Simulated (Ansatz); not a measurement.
Set up this calculation in Ansatz 0.2.0, as the native input.

* Task: single point
* Functional: PBEsol
* Potentials or basis: all-electron LAPW, scalar-relativistic
* Cutoff: 248 eV (chosen from the basis error)
* Basis error allowed: 0.002 eV/atom
* k mesh: 10 × 10 × 1
* Occupations: fermi-dirac, width 0.05 eV
* Spin: no spin polarisation

Pd, a slab with vacuum:

```
CELL_PARAMETERS angstrom
2.75050 0.00000 0.00000
0.00000 2.75050 0.00000
0.00000 0.00000 24.72450
ATOMIC_POSITIONS crystal
Pd 0.50000 0.50000 0.30334
Pd 0.00000 0.00000 0.38201
Pd 0.50000 0.50000 0.46067
Pd 0.00000 0.00000 0.53933
Pd 0.50000 0.50000 0.61799
Pd 0.00000 0.00000 0.69666
```

The slab is cut from a database's or a generator's crystal, which needn't be the stable form of the element.

One way to write it, as run:

input.yaml

```yaml
crystal:
  lattice:
    - [2.7505039575, 0.0, 0.0]
    - [0.0, 2.7505039575, 0.0]
    - [0.0, 0.0, 24.7245]
  atoms:
    - { symbol: Pd, position: [0.5, 0.5, 0.3033428381] }
    - { symbol: Pd, position: [0.0, 0.0, 0.3820057028] }
    - { symbol: Pd, position: [0.5, 0.5, 0.4606685676] }
    - { symbol: Pd, position: [0.0, 0.0, 0.5393314324] }
    - { symbol: Pd, position: [0.5, 0.5, 0.6179942972] }
    - { symbol: Pd, position: [0.0, 0.0, 0.6966571619] }
kpoints:
  mp_grid: { grid: [10, 10, 1] }
scf:
  occupations: { method: fermi_dirac, width: 0.05 }
hamiltonian:
  xc: pbesol
  pseudopotentials: { kind: all_electron, lapw: { basis_error: 0.002 } }
output:
  forces: true
  stress: true
  eigenvalues: true
```

Potentials or basis: all-electron LAPW, scalar-relativistic.

Command:

```console
$ ansatz run input.yaml --threads 8 --pin off --max-ram 28672MiB --backend cpu --events-out ev --progress --plain --runs-dir out
```

Results of the run:

The largest force is 0.252 eV/Å, the band gap on the k mesh is none (metal or under the smearing width) and the work function is 5.20 eV.

Wall time 34 s on 8 threads of Intel(R) Xeon(R) Processor @ 2.50GHz (Skylake/Cascade Lake), on a shared host, peak memory 1.3 GiB.
